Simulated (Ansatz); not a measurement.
A nudged elastic band was laid between two geometries of a periodic cell of 17 atoms, CuSi16 (host Si, host structure diamond, interstitial Cu), cell charge +1.

Method: Ansatz, DFT PBE, scalar-relativistic, plane waves, PAW. Settings: PAW set soft_1, cutoff 420 eV, k mesh 2x2x2, gaussian smearing 0.05 eV, no spin polarisation.

```json
{
 "movable images": "3",
 "climbing image": "yes",
 "spring": "100.0 eV/Å²",
 "optimiser": "fire",
 "start path": "default",
 "force threshold": "0.05 eV/Å",
 "iteration limit": "50",
 "end points": "relaxed"
}
```

Image 0:

```xyz
17
Lattice="0.0000 5.4300 5.4300 5.4300 0.0000 5.4300 5.4300 5.4300 0.0000" Properties=species:S:1:pos:R:3
Si 0.004 0.026 -0.010
Si 1.312 1.357 1.392
Si 2.669 2.768 -0.079
Si 4.025 4.102 1.292
Si 2.605 -0.111 2.796
Si 4.004 1.286 4.066
Si 5.297 2.581 2.555
Si 6.607 3.889 3.973
Si 0.082 2.796 2.755
Si 1.419 4.131 4.115
Si 2.743 5.456 2.703
Si 4.111 6.823 4.015
Si 2.744 2.717 5.421
Si 4.074 4.026 6.822
Si 5.485 5.383 5.352
Si 6.820 6.738 6.723
Cu 3.735 6.449 6.501
```

Image 4:

```xyz
17
Lattice="0.0000 5.4300 5.4300 5.4300 0.0000 5.4300 5.4300 5.4300 0.0000" Properties=species:S:1:pos:R:3
Si -0.001 -0.068 -0.070
Si 1.513 1.222 1.220
Si 2.777 2.744 -0.052
Si 4.074 4.100 1.358
Si 2.777 -0.050 2.742
Si 4.075 1.360 4.097
Si 5.382 2.776 2.773
Si 6.796 4.099 4.097
Si 0.107 2.537 2.536
Si 1.276 3.969 3.966
Si 2.678 5.436 2.667
Si 4.149 6.843 4.020
Si 2.679 2.669 5.433
Si 4.149 4.021 6.842
Si 5.485 5.466 5.465
Si 6.740 6.870 6.867
Cu 3.009 5.091 5.090
```

(1) Which bonds break or form, and what moves?

(2) Give the energies along the band, and the barrier.

(3) What is the geometry of the highest image?

Answers

(1) Contacts lost: Si7–Cu17. Contacts made: Si10–Cu17, Si11–Cu17, Si13–Cu17. The atom that moves furthest is Cu17, by 2.09 Å.

(2) It converged. The highest image is number 1 of 0 to 4, 0.052 eV above the ends, which have the same energy within 2 meV. Beside the main top the profile has a ripple of under 15 meV (maxima at images 1, 3), which may be a very shallow well or noise. The order of the stationary point at the top wasn't checked. Limits of this set-up: coarse k mesh, charged cell in a uniform background, uncorrected.

```
image  path coordinate (Å)  energy (eV)  Si7–Cu17 (Å)  Si10–Cu17 (Å)  Si11–Cu17 (Å)
    0                 0.00        0.000          2.66           4.05           4.05
    1                 0.63        0.052          3.30           3.38           3.55
    2                 1.23        0.010          3.96           2.79           3.11
    3                 1.82        0.024          4.50           2.43           2.72
    4                 2.42        0.000          4.04           2.35           2.47
```

(3) 
```xyz
17
Lattice="0.0000 5.4300 5.4300 5.4300 0.0000 5.4300 5.4300 5.4300 0.0000" Properties=species:S:1:pos:R:3:forces:R:3
Si -0.037 0.012 0.004 0.01 0.01 0.02
Si 1.297 1.356 1.357 -0.01 0.03 0.02
Si 2.687 2.777 -0.093 -0.02 0.01 -0.02
Si 4.022 4.067 1.311 -0.01 -0.01 -0.01
Si 2.677 -0.103 2.776 -0.01 -0.01 0.01
Si 4.014 1.308 4.057 0.00 -0.01 0.00
Si 5.318 2.587 2.587 -0.01 -0.03 -0.03
Si 6.640 3.939 3.950 -0.02 -0.02 -0.03
Si 0.166 2.793 2.789 0.01 0.02 0.02
Si 1.457 4.170 4.158 0.02 0.02 0.03
Si 2.758 5.457 2.688 0.01 0.00 0.00
Si 4.122 6.845 3.965 0.01 0.01 0.00
Si 2.753 2.694 5.444 0.02 0.00 0.01
Si 4.116 3.961 6.842 0.01 0.00 0.01
Si 5.501 5.374 5.374 0.00 -0.01 -0.01
Si 6.803 6.742 6.735 0.02 -0.03 -0.02
Cu 3.426 6.106 6.110 0.00 0.02 0.02
```

Time of the run: 13 min on 1 thread of Arm Neoverse V2, on a shared host, peak memory 0.78 GiB.
